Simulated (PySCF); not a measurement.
# C2H7NSi2: the cost of one run

Programs: PySCF 2.14.0, with density-fitted response routines of our own. Each step states its level of theory. These are calculated values for one molecule in the gas phase, unless marked as measured. Atoms are numbered from 0 throughout.

### Step 1. The molecule as given

12 atoms, charge 0, multiplicity 1; geometry from: PBE0-D3(BJ)/def2-SVP.

Bonds of the start (Å): N0–Si1 1.73, Si1–C2 1.85, C2–C3 1.23, C3–Si4 1.83, N0–H5 1.01, N0–H6 1.01, Si1–H7 1.49, Si1–H8 1.49, Si4–H9 1.49, Si4–H10 1.49, Si4–H11 1.49.

### Step 2. X-ray photoelectron lines: SCAN, X2C

The job: settings as JSON, then the geometry in Å.

```
{"job": {"kind": "xps"}, "charge": 0, "multiplicity": 1}
N     -2.627176     1.199831     0.356126
Si    -1.934638    -0.331620    -0.033366
C     -0.084251    -0.373427    -0.045538
C      1.141606    -0.377605    -0.050185
Si     2.974300    -0.399906    -0.064401
H     -2.543832     1.959990    -0.310336
H     -2.540491     1.550836     1.303824
H     -2.384658    -1.322038     0.984573
H     -2.386626    -0.716855    -1.399749
H      3.491553    -0.043356     1.289143
H      3.453631    -1.763132    -0.434090
H      3.480255     0.588767    -1.060797
```

Level: delta-SCF UKS SCAN, pcX-2 on the ionised atom, pcseg-1 elsewhere, spin-free X2C.

Run with:

```console
OMP_NUM_THREADS=1 python probes_run.py task.json out
```

This one command runs all jobs of the session in turn.

Q: Estimate the wall time and peak memory of this first job on 1 thread of Arm Neoverse V2, shared host.

About 37 s, with a peak of 0.54 GiB.
